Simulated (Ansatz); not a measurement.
# YB3N4: the band gap up the ladder of functionals

One table from this session's results is given with a row withheld; the runs are named, their logs left out.

Code: Ansatz 0.2.0. PAW datasets, plane waves. Spin-unpolarised throughout. Whether this structure exists isn't addressed.

## The system as given

The cell was relaxed beforehand with r2SCAN.

The symmetry is Cm (No. 8, monoclinic); a = 9.687 Å, b = 2.717 Å, c = 5.327 Å, β = 99.7° in the conventional setting, 8.64 Å³ an atom. Near B stand 3 N at 1.43–1.53 Å; near B stand 4 N at 1.60–1.62 Å; near N stand 3 B at 1.43–1.61 Å; near N stand 3 B at 1.60–1.64 Å; near B stand 4 N at 1.51–1.73 Å.

Structure file:

```
CELL_PARAMETERS angstrom
4.80160 -1.35843 0.63533
4.80160 1.35843 0.63533
-1.58113 0.00000 5.08661
ATOMIC_POSITIONS crystal
B 0.94953 0.94953 0.16908
B 0.26412 0.26412 0.94222
N 0.80041 0.80041 0.10305
N 0.10668 0.10668 0.79190
B 0.52064 0.52064 0.84322
Y 0.72018 0.72018 0.50053
N 0.36660 0.36660 0.73162
N 0.52184 0.52184 0.16836
```

Set-up of the first run:

File input.yaml:

```yaml
crystal:
  lattice:
    - [4.8016008708, -1.3584326776, 0.6353254867]
    - [4.8016008708, 1.3584326776, 0.6353254867]
    - [-1.5811257211, 0.0, 5.0866092224]
  atoms:
    - { symbol: B, position: [-0.0504707364, -0.0504707364, 0.1690838554] }
    - { symbol: B, position: [0.2641242327, 0.2641242327, 0.9422230919] }
    - { symbol: "N", position: [0.8004102568, 0.8004102568, 0.1030540257] }
    - { symbol: "N", position: [0.106678234, 0.106678234, 0.7919036251] }
    - { symbol: B, position: [0.5206416513, 0.5206416513, 0.8432226847] }
    - { symbol: "Y", position: [0.7201832215, 0.7201832215, 0.500534998] }
    - { symbol: "N", position: [0.3665967842, 0.3665967842, 0.7316186431] }
    - { symbol: "N", position: [0.5218363558, 0.5218363558, 0.1683590761] }
kpoints:
  mp_grid: { grid: [10, 10, 6] }
  band_path:
    path:
      - [[0.0, 0.0, 0.0], [-0.2702437981106, 0.2702437981106, 5.962572667406e-18]]
      - [[0.2702437981106, 0.7297562018894, 5.419704317019e-17], [0.5, 0.5, 6.706676355419e-17], [0.0, 0.0, 0.0], [0.5, 0.5, -0.5], [0.2640219001996, 0.7359780998004, -0.5]]
      - [[-0.2640219001996, 0.2640219001996, -0.5], [1.06918834907e-17, 1.06918834907e-17, -0.5], [0.0, 0.0, 0.0]]
      - [[-2.61977942044e-18, 0.5, -0.5], [0.0, 0.0, 0.0], [-1.121939154142e-17, 0.5, 3.833340962345e-17]]
    npoints: 10
hamiltonian:
  xc: pbe
scf:
  occupations: { method: fermi_dirac, width: 0.02 }
  n_extra_bands: 6
output:
  forces: true
  stress: true
  eigenvalues: true
  write_density: true
  write_potential: true
  elf: true
  volumetric_format: npy
```

Started as:

```console
> ansatz run input.yaml --threads 4 --pin off --max-ram 6451MiB --backend cpu --events-out ev --progress --plain --runs-dir out
```

Among the steps run: PBE bands along the symmetry lines; r2SCAN; Single point with HSE06; PBE+SOC.

One table of the session follows, with a row left open; its other results are not shown here.

| level | gap (eV) |
| --- | --- |
| PBE | 0.14 |
| r2SCAN | ? |
| HSE06 | 1.31 |
| PBE+SOC | 0.15 |

Estimate the missing values for r2SCAN.

As computed: gap (eV): 0.49. In the column «gap (eV)» it lies between PBE+SOC (0.15) and HSE06 (1.31).

Meshes: PBE 10×10×6, r2SCAN 10×10×6, HSE06 6×6×4, PBE+SOC 10×10×6

In words: The gap runs from 0.14 eV (PBE) to 1.31 eV (HSE06). PBE reaches 11 % of the HSE06 value, and r2SCAN 37 %.

Limits of these values: Warnings in the runs' records: stress exchange threshold loose, stress scf threshold loose.
